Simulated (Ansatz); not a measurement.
# Al (Al, bcc): the cost of one run

Program: Ansatz 0.2.0. Level of theory: DFT r2SCAN, plane waves (500 eV) with PAW, scalar-relativistic; the PAW data stem from PBE, with regenerated cores. These are calculated values, not measurements.

**1. The structure to begin with**

Symmetry: Im-3m, No. 229, cubic system. The conventional cell has a = 3.214 Å, b = 3.214 Å, c = 3.214 Å, α = 90.00°, β = 90.00°, γ = 90.00°. Al (site symmetry m-3m) has 8 Al at 2.78 Å as nearest neighbours.

As a file:

```
CELL_PARAMETERS angstrom
-1.60708 1.60708 1.60708
1.60708 -1.60708 1.60708
1.60708 1.60708 -1.60708
ATOMIC_POSITIONS crystal
Al 0.00000 0.00000 0.00000
```

**2. Relaxing cell and atoms**

File input.yaml:

```yaml
crystal:
  lattice:
    - [-1.607076888, 1.607076888, 1.607076888]
    - [1.607076888, -1.607076888, 1.607076888]
    - [1.607076888, 1.607076888, -1.607076888]
  atoms:
    - { symbol: Al, position: [0.0, 0.0, 0.0] }
hamiltonian:
  xc: r2scan
  pseudopotentials:
    kind: paw
    azcp:
      Al: "pseudopotentials/Al.paw.azcp"
basis:
  ecutwfc: 500
  fft_grid_basis: typed
kpoints:
  mp_grid: { grid: [14, 14, 14], shift: [0, 0, 0] }
magnetization:
  spin_polarized: false
scf:
  occupations: { method: fermi_dirac, width: 0.1 }
relax:
  max_steps: 60
  f_tol: 0.01
  cell: {}
```

Launch:

```
ansatz run input.yaml --threads 1 --pin off --max-ram 3584MiB --backend cpu --events-out ev --progress --plain --runs-dir out
```

Q: Estimate wall time and peak memory on 1 thread of Intel Xeon Platinum 8259CL at 2.50GHz (Skylake/Cascade Lake), shared host.

About 8.6 s, with a peak of 0.52 GiB.
